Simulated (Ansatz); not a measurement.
# C2H7MgN: one species, many methods

An exercise on one series of results from a longer session: the logs are not shown, and one member is left open.

Method: functionals in def2-TZVPP, the program's frozen cores in correlated methods; program: Ansatz 0.2.0, Gaussian basis.

The runs, in order: LDA (SPW92), PBE-D4, revPBE-D4, BLYP-D4, r2SCAN-D4, B97M-V, PBE0-D4, B3LYP-D4, r2SCANh-D4, r2SCAN0-D4, HSE06-D4, BHLYP-D4, CAM-B3LYP-D4, LC-ωPBE, ωB97X-V, ωB97M-V, B2PLYP, PBE-QIDH; CCSD(T)/def2-SVP; CCSD(T)/def2-TZVPP; MP2/def2-QZVPP; extrapolation to the limit; RPA on PBE.

## The geometry

All runs share one geometry, relaxed beforehand with PBE0-D4 in a triple-zeta def2 set.

11 atoms, charge 0, spin multiplicity 1.

Atoms are counted from 1 here; the program's logs count them from 0.

Bond lengths: C1–N2 1.438 Å, C1–H5 1.104 Å, C1–H6 1.104 Å, C1–H7 1.096 Å, N2–C3 1.438 Å, N2–Mg4 1.899 Å, C3–H8 1.104 Å, C3–H9 1.096 Å, C3–H10 1.104 Å, Mg4–H11 1.697 Å. Angles: N2–C1–H5 112.4°, N2–C1–H6 112.4°, N2–C1–H7 111.6°, H5–C1–H6 106.4°, H5–C1–H7 106.8°, H6–C1–H7 106.8°, C1–N2–C3 110.5°, C1–N2–Mg4 124.8°, C3–N2–Mg4 124.7°, N2–C3–H8 112.4°, N2–C3–H9 111.6°, N2–C3–H10 112.4°, H8–C3–H9 106.8°, H8–C3–H10 106.4°, H9–C3–H10 106.8°, N2–Mg4–H11 180.0°.

Set-up of the first run:

Input file in.yaml:

```yaml
crystal:
  periodic: [false, false, false]
  atoms:
    - {symbol: C, position_ang: [-0.353924, 1.220159, -0.343480]}
    - {symbol: N, position_ang: [-0.120180, -0.174087, -0.079047]}
    - {symbol: C, position_ang: [1.028293, -0.340716, 0.770558]}
    - {symbol: Mg, position_ang: [-1.179874, -1.597300, -0.755868]}
    - {symbol: H, position_ang: [0.502496, 1.702429, -0.846371]}
    - {symbol: H, position_ang: [-0.538771, 1.798397, 0.578703]}
    - {symbol: H, position_ang: [-1.226319, 1.367875, -0.990894]}
    - {symbol: H, position_ang: [0.908118, 0.164441, 1.744889]}
    - {symbol: H, position_ang: [1.223344, -1.398409, 0.983447]}
    - {symbol: H, position_ang: [1.948667, 0.069339, 0.319224]}
    - {symbol: H, position_ang: [-2.126349, -2.869328, -1.360561]}
basis:
  gaussian: {orbitals: def2-TZVPP}
hamiltonian: {xc: lda}
output: {orbitals: {seedname: orbitals}}
```

Among the steps run: LDA; PBE-D4 (GGA); revPBE-D4 (GGA); BLYP-D4 (GGA); r2SCAN-D4 (meta-GGA); B97M-V (meta-GGA); PBE0-D4 (hybrid); B3LYP-D4 (hybrid); r2SCANh-D4 (hybrid); r2SCAN0-D4 (hybrid); HSE06-D4 (hybrid); BHLYP-D4 (hybrid); CAM-B3LYP-D4 (range-separated); LC-ωPBE-D4 (range-separated; the results give it without D4); ωB97X-V (range-separated); ωB97M-V (range-separated); B2PLYP (double hybrid); PBE-QIDH (double hybrid).

One of the session's tables, all rows but one given; the rest of the session is left out.

It belongs to the step «Frontier levels by functional». 

| functional | HOMO (eV) | gap (eV) |
| --- | --- | --- |
| LDA (SPW92) | -4.37 | 2.95 |
| PBE-D4 | -4.24 | 3.00 |
| revPBE-D4 | -4.18 | 3.06 |
| BLYP-D4 | -4.15 | 2.95 |
| r2SCAN-D4 | -4.42 | 3.63 |
| B97M-V | -4.54 | 3.30 |
| PBE0-D4 | -5.43 | 4.93 |
| B3LYP-D4 | -5.26 | 4.48 |
| r2SCANh-D4 | -4.88 | 4.32 |
| r2SCAN0-D4 | -5.58 | 5.34 |
| HSE06-D4 | -5.03 | 4.17 |
| BHLYP-D4 | -6.61 | 6.70 |
| CAM-B3LYP-D4 | -6.81 | 7.08 |
| LC-ωPBE | ? | ? |
| ωB97X-V | -7.79 | 8.97 |
| ωB97M-V | -7.73 | 8.50 |

**Question.** Estimate the row for LC-ωPBE.

As computed: HOMO (eV): -8.10; gap (eV): 9.45. In the column «HOMO (eV)» it is the lowest.
